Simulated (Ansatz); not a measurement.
# CH5ClNNbOS: up Jacob's ladder to CCSD(T)

An exercise on one series of results from a longer session: the logs are not shown, and one member is left open.

Program: Ansatz 0.2.0, Gaussian basis. Level of theory: functionals in def2-TZVPP, the program's frozen cores in correlated methods. These are calculated values, not measurements.

Plan: LDA (SPW92), PBE-D4, revPBE-D4, BLYP-D4, r2SCAN-D4, B97M-V, PBE0-D4, B3LYP-D4, r2SCANh-D4, r2SCAN0-D4, HSE06-D4, BHLYP-D4, CAM-B3LYP-D4, LC-ωPBE, ωB97X-V, ωB97M-V, B2PLYP, PBE-QIDH; CCSD(T)/def2-SVP; CCSD(T)/def2-TZVPP; MP2/def2-QZVPP; extrapolation to the limit; RPA on PBE.

### Structure used throughout

An earlier PBE0-D4 in a triple-zeta def2 set relaxation fixed the geometry. Nb takes the def2 core potential; no spin-orbit term is included.

11 atoms, charge 0, spin multiplicity 1.

Atoms are counted from 1 here; the program's logs count them from 0.

Bond lengths: C1–O2 1.403 Å, C1–H7 1.093 Å, C1–H8 1.093 Å, C1–H9 1.093 Å, O2–Nb3 1.854 Å, Nb3–N4 1.950 Å, Nb3–S5 2.140 Å, Nb3–Cl6 2.308 Å, N4–H10 1.009 Å, N4–H11 1.012 Å. Angles: O2–C1–H7 109.3°, O2–C1–H8 110.5°, O2–C1–H9 109.2°, H7–C1–H8 109.4°, H7–C1–H9 109.0°, H8–C1–H9 109.4°, C1–O2–Nb3 147.4°, O2–Nb3–N4 109.4°, O2–Nb3–S5 110.1°, O2–Nb3–Cl6 108.9°, N4–Nb3–S5 106.4°, N4–Nb3–Cl6 110.7°, S5–Nb3–Cl6 111.3°, Nb3–N4–H10 125.9°, Nb3–N4–H11 123.2°, H10–N4–H11 110.9°.

The first run:

in.yaml

```yaml
crystal:
  periodic: [false, false, false]
  atoms:
    - {symbol: C, position_ang: [-1.972098, 0.707785, 0.423082]}
    - {symbol: O, position_ang: [-0.594123, 0.465436, 0.522530]}
    - {symbol: Nb, position_ang: [1.012531, 0.198842, -0.364189]}
    - {symbol: N, position_ang: [1.689227, -1.583638, 0.045084]}
    - {symbol: S, position_ang: [0.703614, 0.255657, -2.481362]}
    - {symbol: Cl, position_ang: [2.516679, 1.815036, 0.308364]}
    - {symbol: H, position_ang: [-2.518614, -0.109635, 0.900452]}
    - {symbol: H, position_ang: [-2.273430, 0.782871, -0.625059]}
    - {symbol: H, position_ang: [-2.210810, 1.642343, 0.936776]}
    - {symbol: H, position_ang: [1.973649, -2.277451, -0.630100]}
    - {symbol: H, position_ang: [1.738775, -1.954345, 0.985022]}
basis:
  gaussian: {orbitals: def2-TZVPP}
hamiltonian: {xc: lda}
output: {orbitals: {seedname: orbitals}}
```

Steps of the session up to this table: LDA; PBE-D4 (GGA); revPBE-D4 (GGA); BLYP-D4 (GGA); r2SCAN-D4 (meta-GGA); B97M-V (meta-GGA); PBE0-D4 (hybrid); B3LYP-D4 (hybrid); r2SCANh-D4 (hybrid); r2SCAN0-D4 (hybrid); HSE06-D4 (hybrid); BHLYP-D4 (hybrid); CAM-B3LYP-D4 (range-separated); LC-ωPBE (range-separated); ωB97X-V (range-separated); ωB97M-V (range-separated); B2PLYP (double hybrid); PBE-QIDH (double hybrid).

One of the session's tables, all rows but one given; the rest of the session is left out.

It belongs to the step «Orbital energies across the functionals». 

| functional | HOMO (eV) | LUMO (eV) | gap (eV) |
| --- | --- | --- | --- |
| LDA (SPW92) | -6.60 | -2.91 | 3.69 |
| PBE-D4 | -6.44 | -2.74 | 3.71 |
| revPBE-D4 | -6.38 | -2.67 | 3.71 |
| BLYP-D4 | -6.26 | -2.59 | 3.67 |
| r2SCAN-D4 | -6.73 | -2.66 | 4.07 |
| B97M-V | -6.76 | -2.61 | 4.16 |
| PBE0-D4 | -7.62 | -2.00 | 5.62 |
| B3LYP-D4 | -7.36 | -2.17 | 5.19 |
| r2SCANh-D4 | ? | ? | ? |
| r2SCAN0-D4 | -7.81 | -1.94 | 5.87 |
| HSE06-D4 | -7.23 | -2.37 | 4.85 |
| BHLYP-D4 | -8.61 | -1.07 | 7.54 |
| CAM-B3LYP-D4 | -8.85 | -0.92 | 7.94 |
| LC-ωPBE | -10.19 | 0.13 | 10.32 |
| ωB97X-V | -9.86 | 0.08 | 9.93 |
| ωB97M-V | -9.71 | 0.04 | 9.76 |

Estimate the missing values for r2SCANh-D4.

Worked estimate for «HOMO (eV)». Against the share of exact exchange, r2SCAN-D4 (0, -6.73), r2SCAN0-D4 (0.25, -7.81) give a slope of -4.32 per unit share; at 0.1 the line stands at -7.16.

**Answer.** HOMO (eV): -7.16; LUMO (eV): -2.38; gap (eV): 4.78. In «HOMO (eV)» the line misses by 0.00.
